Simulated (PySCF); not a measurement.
# C4H9NSV (V(NCS)Me3): the cost of one run

Programs: PySCF 2.14.0, with routines of our own; each step states its level. All values are computed. Atoms count from 0.

## 1. The system as given

16 atoms, charge 0, states of the metal's open shell are computed; geometry from: GFN2-xTB, shaken.

## 2. Optimising the geometry at B3LYP-D3(BJ)/def2-SVP

What the job is given:

```
{"job": {"xc": "B3LYP", "basis": "def2-SVP", "d3": "d3bj", "grid": 1, "maxiter": 40, "kind": "geom"}, "charge": 0, "metal": "V", "open_shell": "d1"}
V      0.000040     0.008900     0.037490
N     -0.015480    -0.005610     1.775000
C     -0.004690     0.010880     2.970330
S     -0.017930    -0.014050     4.553280
C      1.885370    -0.011970    -0.664280
H      1.843900    -0.141000    -1.760410
H      2.446190    -0.840270    -0.273910
H      2.392390     0.925630    -0.436270
C     -0.940300     1.630200    -0.706870
H     -0.823120     1.644080    -1.757710
H     -0.548040     2.552030    -0.273310
H     -2.026420     1.621500    -0.453960
C     -0.938340    -1.614030    -0.677020
H     -1.958150    -1.714940    -0.273880
H     -0.407510    -2.541820    -0.399740
H     -1.014280    -1.522700    -1.759070
```

Command:

```
$ OMP_NUM_THREADS=1 python lf_run.py task.json out
```

This one command runs all jobs of the session in turn.

**Question.** How long does this first job take on 1 thread of Arm Neoverse N1, shared host, and how much memory does it need?

About 13 min, with a peak of 0.75 GiB.
